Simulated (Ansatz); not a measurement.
SiNi2:

```xyz
12
Lattice="4.9900 0.0000 0.0000 0.0000 3.7200 0.0000 0.0000 0.0000 7.0300" Properties=species:S:1:pos:R:3 pbc="T T T"
Ni    1.6218    2.7900    6.5871
Ni    3.3683    0.9300    0.4429
Ni    0.8732    0.9300    3.0721
Ni    4.1167    2.7900    3.9579
Ni    2.2854    2.7900    2.0879
Ni    2.7046    0.9300    4.9421
Ni    0.2096    0.9300    5.6029
Ni    4.7804    2.7900    1.4271
Si    3.9221    2.7900    6.2286
Si    1.0679    0.9300    0.8014
Si    3.5629    0.9300    2.7136
Si    1.4271    2.7900    4.3164
```

| Property | Result |
| --- | --- |
| Program | Ansatz 0.2.0 |
| Task | relaxation of cell and atoms |
| Functional | PBE |
| Dispersion | D4 |
| Potentials or basis | Ansatz PAW |
| Cutoff | 420 eV (not typed: the program's choice for these potentials) |
| k mesh | 6 × 7 × 4 |
| Occupations | fermi-dirac, width 0.05 eV |
| Spin | collinear spin, ferromagnetic start |
| Starting moments | [1.0, 1.0, 1.0, 1.0, 1.0, 1.0, 1.0, 1.0, 0.0, 0.0, 0.0, 0.0] μB |

At the start: volume 10.87 Å³/atom.

How do energy, volume and symmetry change on relaxing?

It ends after 6 steps and the volume is 10.67 Å³/atom (-1.9 %); space group Pnma (No. 62, to 0.05 Å); moment 0.00 μB per cell.

The path:
```tsv
step	energy change (eV)	largest force (eV/Å)	volume (Å³)
1	0.0000	0.3688	130.50
2	-0.0405	0.2168	129.24
3	-0.0584	0.0399	127.97
4	-0.0603	0.0198	128.05
5	-0.0605	0.0038	128.00
6	-0.0596	0.0038	128.00
```

Final structure:
```yaml
crystal:
  lattice:
    - [4.92285, 0.00000, 0.00000]
    - [0.00000, 3.70709, 0.00000]
    - [0.00000, 0.00000, 7.01386]
  atoms:
    - { symbol: Ni, position: [0.32873, 0.75000, 0.93961] }
    - { symbol: Ni, position: [0.67127, 0.25000, 0.06039] }
    - { symbol: Ni, position: [0.17127, 0.25000, 0.43961] }
    - { symbol: Ni, position: [0.82873, 0.75000, 0.56039] }
    - { symbol: Ni, position: [0.45747, 0.75000, 0.29275] }
    - { symbol: Ni, position: [0.54253, 0.25000, 0.70725] }
    - { symbol: Ni, position: [0.04253, 0.25000, 0.79275] }
    - { symbol: Ni, position: [0.95747, 0.75000, 0.20725] }
    - { symbol: Si, position: [0.79189, 0.75000, 0.88669] }
    - { symbol: Si, position: [0.20811, 0.25000, 0.11331] }
    - { symbol: Si, position: [0.70811, 0.25000, 0.38669] }
    - { symbol: Si, position: [0.29189, 0.75000, 0.61331] }
```

Caveat: the plane-wave basis is chosen anew once the cell has moved, so the energies of steps on either side of that aren't comparable; pairwise dispersion overbinds metals, which lowers pressure and volume; the starting moments weren't kept.
